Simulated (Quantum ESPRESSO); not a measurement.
# Zr in Quantum ESPRESSO: a series of runs, part 2 of 3

Quantum ESPRESSO 7.5. Earlier steps stand in the parts before.

## 3. Work function, PBE

pw.in reads:

```
&CONTROL
  calculation = 'scf'
  prefix = 'pwscf'
  outdir = './tmp'
  pseudo_dir = './pseudo'
  tprnfor = .true.
  disk_io = 'low'
/
&SYSTEM
  ibrav = 0
  celldm(1) = 8
  nat = 5
  ntyp = 1
  ecutwfc = 66
  nbnd = 40
  occupations = 'smearing'
  smearing = 'fd'
  degauss = 0.00183747
/
&ELECTRONS
  conv_thr = 5d-09
  electron_maxstep = 150
  mixing_beta = 0.3
  mixing_mode = 'local-TF'
/
ATOMIC_SPECIES
Zr    91.2240 Zr.upf
CELL_PARAMETERS alat
  0.7634489344666   0.0000000000000   0.0000000000000
 -0.3817244672538   0.6611661717384   0.0000000000000
  0.0000000000000   0.0000000000000   5.9748415745355
ATOMIC_POSITIONS crystal
Zr     0.3333333333    0.6666666666    0.2965130070
Zr     0.6666666667    0.3333333334    0.3982565035
Zr     0.3333333333    0.6666666666    0.5000000000
Zr     0.6666666667    0.3333333334    0.6017434965
Zr     0.3333333333    0.6666666666    0.7034869930
K_POINTS automatic
9 9 1 0 0 0
```

pp_density.in reads:

```
&INPUTPP
  prefix = 'pwscf'
  outdir = './tmp'
  filplot = 'density.dat'
  plot_num = 0
/
&PLOT
  nfile = 1
  filepp(1) = 'density.dat'
  iflag = 3
  output_format = 6
  fileout = 'density.cube'
/
```

pp_potential.in reads:

```
&INPUTPP
  prefix = 'pwscf'
  outdir = './tmp'
  filplot = 'potential.dat'
  plot_num = 11
/
&PLOT
  nfile = 1
  filepp(1) = 'potential.dat'
  iflag = 3
  output_format = 6
  fileout = 'potential.cube'
/
```

pp_elf.in reads:

```
&INPUTPP
  prefix = 'pwscf'
  outdir = './tmp'
  filplot = 'elf.dat'
  plot_num = 8
/
&PLOT
  nfile = 1
  filepp(1) = 'elf.dat'
  iflag = 3
  output_format = 6
  fileout = 'elf.cube'
/
```

Potentials or basis: PseudoDojo 0.4.1 SR PBE standard.

The run is started by

```sh
OMP_NUM_THREADS=1 mpirun -n 2 pw.x -nk 2 -in pw.in > pw.out
OMP_NUM_THREADS=1 mpirun -n 1 pp.x -in pp_density.in > pp_density.out
OMP_NUM_THREADS=1 mpirun -n 1 pp.x -in pp_potential.in > pp_potential.out
OMP_NUM_THREADS=1 mpirun -n 1 pp.x -in pp_elf.in > pp_elf.out
```

pw.out:

```text
This program is part of the open-source Quantum ESPRESSO suite
     for quantum simulation of materials; please cite
         "P. Giannozzi et al., J. Phys.:Condens. Matter 21 395502 (2009);
         "P. Giannozzi et al., J. Phys.:Condens. Matter 29 465901 (2017);
         "P. Giannozzi et al., J. Chem. Phys. 152 154105 (2020);
     in publications or presentations arising from this work. More details at

     Message from routine setup:
     using ibrav=0 with symmetry is DISCOURAGED, use correct ibrav instead

     K-points division:     npool     =       2
     Subspace diagonalization in iterative solution of the eigenvalue problem:
     a serial algorithm will be used

     G-vector sticks info
     --------------------
     sticks:   dense  smooth     PW     G-vecs:    dense   smooth      PW
     Sum         673     673    199               111907   111907   17937

     Using Slab Decomposition

     bravais-lattice index     =            0
     lattice parameter (alat)  =       8.0000  a.u.
     unit-cell volume          =    1544.1411 (a.u.)^3
     number of atoms/cell      =            5
     number of atomic types    =            1
     number of electrons       =        60.00
     number of Kohn-Sham states=           40
     kinetic-energy cutoff     =      66.0000  Ry
     charge density cutoff     =     264.0000  Ry
     scf convergence threshold =      5.0E-09
     mixing beta               =       0.3000
     number of iterations used =            8  local-TF  mixing
     Exchange-correlation= PBE
[... 57 lines left out ...]

     Initial potential from superposition of free atoms

     starting charge      59.9882, renormalised to      60.0000

     negative rho (up, down):  3.049E-05 0.000E+00
     Starting wfcs are   50 randomized atomic wfcs

     Self-consistent Calculation

     iteration #  1     ecut=    66.00 Ry     beta= 0.30
     Davidson diagonalization with overlap
     ethr =  1.00E-02,  avg # of iterations =  2.7

     total energy              =    -506.12796364 Ry
     estimated scf accuracy    <       5.21705122 Ry
[... 154 lines left out ...]
     iteration # 21     ecut=    66.00 Ry     beta= 0.30
     Davidson diagonalization with overlap
     ethr =  1.62E-11,  avg # of iterations =  2.3

     End of self-consistent calculation

          k = 0.0000 0.0000 0.0000 ( 13917 PWs)   bands (ev):

   -43.8244 -43.8243 -43.5163 -43.4756 -43.4025 -22.1131 -22.0542 -21.7769
   -21.4544 -21.4544 -21.4543 -21.4543 -21.4476 -21.1833 -21.1833 -21.1612
   -21.1483 -21.1483 -21.0773 -21.0773  -0.1338   0.5120   1.3153   1.9525
     2.2225   5.1321   5.1336   5.6566   5.6930   6.0056   6.0056   6.0423
     6.0423   6.1220   6.1314   6.1315   6.2075   6.3257   6.3257   6.6688
[... 83 lines left out ...]
   -43.7271 -43.7271 -43.3848 -43.3847 -43.3487 -21.9691 -21.9587 -21.9366
   -21.9344 -21.9218 -21.8970 -21.7131 -21.7044 -21.6746 -21.6050 -21.5484
   -21.4823 -21.4137 -21.2890 -21.2748   3.3396   3.7303   3.8530   3.8690
     3.8949   4.0495   4.1357   4.4606   4.4657   5.2164   5.2907   5.3391
     5.3434   5.3747   5.4652   5.5332   7.0604   7.2002   7.9668   8.4823

     the Fermi energy is     5.2502 ev

!    total energy              =    -506.06865028 Ry
     estimated scf accuracy    <          6.4E-10 Ry
     smearing contrib. (-TS)   =      -0.00220490 Ry
     internal energy E=F+TS    =    -506.06644538 Ry

     The total energy is F=E-TS. E is the sum of the following terms:
     one-electron contribution =   -2854.85432459 Ry
     hartree contribution      =    1431.57106115 Ry
     xc contribution           =     -99.92140265 Ry
     ewald contribution        =    1017.13822071 Ry

     convergence has been achieved in  21 iterations

     Forces acting on atoms (cartesian axes, Ry/au):

     atom    1 type  1   force =     0.00000000   -0.00000000    0.01856072
     atom    2 type  1   force =     0.00000000    0.00000000   -0.02470049
     atom    3 type  1   force =     0.00000000   -0.00000000    0.00000000
     atom    4 type  1   force =     0.00000000    0.00000000    0.02470049
     atom    5 type  1   force =     0.00000000    0.00000000   -0.01856072

     Total force =     0.043695     Total SCF correction =     0.000087

=------------------------------------------------------------------------------=
   JOB DONE.
=------------------------------------------------------------------------------=
```

pp_density.out:

```text
This program is part of the open-source Quantum ESPRESSO suite
     for quantum simulation of materials; please cite
         "P. Giannozzi et al., J. Phys.:Condens. Matter 21 395502 (2009);
         "P. Giannozzi et al., J. Phys.:Condens. Matter 29 465901 (2017);
         "P. Giannozzi et al., J. Chem. Phys. 152 154105 (2020);
     in publications or presentations arising from this work. More details at

     IMPORTANT: XC functional enforced from input :
     Exchange-correlation= PBE
                           (   1   4   3   4   0   0   0)
     Any further DFT definition will be discarded
     Please, verify this is what you really want

     G-vector sticks info
     --------------------
     sticks:   dense  smooth     PW     G-vecs:    dense   smooth      PW
     Sum         673     673    199               111907   111907   17937

     Using Slab Decomposition

     Calling punch_plot, plot_num =   0
     Writing data to file  density.dat
     Reading data from file  density.dat

     Writing data to be plotted to file density.cube
     Plot Type: 3D                     Output format: Gaussian cube

=------------------------------------------------------------------------------=
   JOB DONE.
=------------------------------------------------------------------------------=
```

pp_potential.out:

```text
This program is part of the open-source Quantum ESPRESSO suite
     for quantum simulation of materials; please cite
         "P. Giannozzi et al., J. Phys.:Condens. Matter 21 395502 (2009);
         "P. Giannozzi et al., J. Phys.:Condens. Matter 29 465901 (2017);
         "P. Giannozzi et al., J. Chem. Phys. 152 154105 (2020);
     in publications or presentations arising from this work. More details at

     IMPORTANT: XC functional enforced from input :
     Exchange-correlation= PBE
                           (   1   4   3   4   0   0   0)
     Any further DFT definition will be discarded
     Please, verify this is what you really want

     G-vector sticks info
     --------------------
     sticks:   dense  smooth     PW     G-vecs:    dense   smooth      PW
     Sum         673     673    199               111907   111907   17937

     Using Slab Decomposition

     Calling punch_plot, plot_num =  11
     Writing data to file  potential.dat
     Reading data from file  potential.dat

     Writing data to be plotted to file potential.cube
     Plot Type: 3D                     Output format: Gaussian cube

=------------------------------------------------------------------------------=
   JOB DONE.
=------------------------------------------------------------------------------=
```

Run time: 1.7 min. Hardware: 2 MPI ranks of Arm Neoverse V2, shared host; peak memory 0.5 GiB.

Results:

* Free energy: -6885.4148 eV
* Largest force: 0.635 eV/Å
* Band gap on the k mesh: none (metal or under the smearing width)
* Work function of the upper face: 4.21 eV
* Work function of the lower face: 4.21 eV

Forces on the atoms (eV/Å):
```
Zr   0.000  0.000  0.477
Zr   0.000  0.000 -0.635
Zr   0.000  0.000  0.000
Zr   0.000  0.000  0.635
Zr   0.000  0.000 -0.477
```

Levels at points of the mesh, in eV from the Fermi level:
```
           k point  band 26  band 27  band 28  band 29  band 30  band 31  band 32  band 33  band 34  band 35
(0.00, 0.00, 0.00)    -0.12    -0.12     0.41     0.44     0.76     0.76     0.79     0.79     0.87     0.88
```

## 4. Work function, PBE

Edit pw.in of step 3 so:

```diff
@@ -17,3 +17,3 @@
   smearing = 'fd'
-  degauss = 0.00183747
+  degauss = 0.00367493
 /
```

pp_density.in is that of step 3.

pp_potential.in is that of step 3.

pp_elf.in is that of step 3.

Potentials or basis: PseudoDojo 0.4.1 SR PBE standard.

The run is started by

```sh
OMP_NUM_THREADS=1 mpirun -n 2 pw.x -nk 2 -in pw.in > pw.out
OMP_NUM_THREADS=1 mpirun -n 1 pp.x -in pp_density.in > pp_density.out
OMP_NUM_THREADS=1 mpirun -n 1 pp.x -in pp_potential.in > pp_potential.out
OMP_NUM_THREADS=1 mpirun -n 1 pp.x -in pp_elf.in > pp_elf.out
```

pw.out:

```text
This program is part of the open-source Quantum ESPRESSO suite
     for quantum simulation of materials; please cite
[... 6 lines left out ...]
     using ibrav=0 with symmetry is DISCOURAGED, use correct ibrav instead

     K-points division:     npool     =       2
     Subspace diagonalization in iterative solution of the eigenvalue problem:
     a serial algorithm will be used

     G-vector sticks info
     --------------------
     sticks:   dense  smooth     PW     G-vecs:    dense   smooth      PW
     Sum         673     673    199               111907   111907   17937

     Using Slab Decomposition

     bravais-lattice index     =            0
     lattice parameter (alat)  =       8.0000  a.u.
     unit-cell volume          =    1544.1411 (a.u.)^3
     number of atoms/cell      =            5
     number of atomic types    =            1
[... 250 lines left out ...]
   -21.1482 -21.1482 -21.0775 -21.0775  -0.1320   0.5154   1.3187   1.9561
     2.2244   5.1390   5.1403   5.6582   5.6971   6.0077   6.0077   6.0431
     6.0432   6.1229   6.1343   6.1344   6.2106   6.3283   6.3284   6.6703
[... 83 lines left out ...]
   -43.7231 -43.7231 -43.3852 -43.3851 -43.3491 -21.9667 -21.9560 -21.9338
   -21.9315 -21.9178 -21.8920 -21.7132 -21.7042 -21.6723 -21.6046 -21.5467
   -21.4823 -21.4143 -21.2889 -21.2754   3.3408   3.7327   3.8534   3.8696
     3.8950   4.0520   4.1373   4.4644   4.4696   5.2176   5.2933   5.3453
     5.3496   5.3755   5.4704   5.5373   7.0618   7.2024   7.9692   8.4888

     the Fermi energy is     5.2422 ev

!    total energy              =    -506.07129299 Ry
     estimated scf accuracy    <          2.5E-09 Ry
     smearing contrib. (-TS)   =      -0.00607322 Ry
     internal energy E=F+TS    =    -506.06521977 Ry

     The total energy is F=E-TS. E is the sum of the following terms:
     one-electron contribution =   -2854.86144144 Ry
     hartree contribution      =    1431.57905222 Ry
     xc contribution           =     -99.92105125 Ry
     ewald contribution        =    1017.13822071 Ry

     convergence has been achieved in  22 iterations

     Forces acting on atoms (cartesian axes, Ry/au):

     atom    1 type  1   force =     0.00000000    0.00000000    0.01839367
     atom    2 type  1   force =     0.00000000   -0.00000000   -0.02472522
     atom    3 type  1   force =     0.00000000   -0.00000000    0.00000000
     atom    4 type  1   force =    -0.00000000    0.00000000    0.02472522
     atom    5 type  1   force =     0.00000000    0.00000000   -0.01839367

     Total force =     0.043581     Total SCF correction =     0.000251

=------------------------------------------------------------------------------=
   JOB DONE.
=------------------------------------------------------------------------------=
```

Wall time 1.8 min (2 MPI ranks of Arm Neoverse V2, shared host); peak memory 0.5 GiB.

Results:

* Free energy: -6885.4507 eV
* Largest force: 0.636 eV/Å
* Band gap on the k mesh: none (metal or under the smearing width)
* Work function of the upper face: 4.22 eV
* Work function of the lower face: 4.22 eV

Forces in eV/Å, atoms in the order of the input:
```
Zr   0.000  0.000  0.473
Zr   0.000  0.000 -0.636
Zr   0.000  0.000  0.000
Zr   0.000  0.000  0.636
Zr   0.000  0.000 -0.473
```

[end of part 2 of 3]
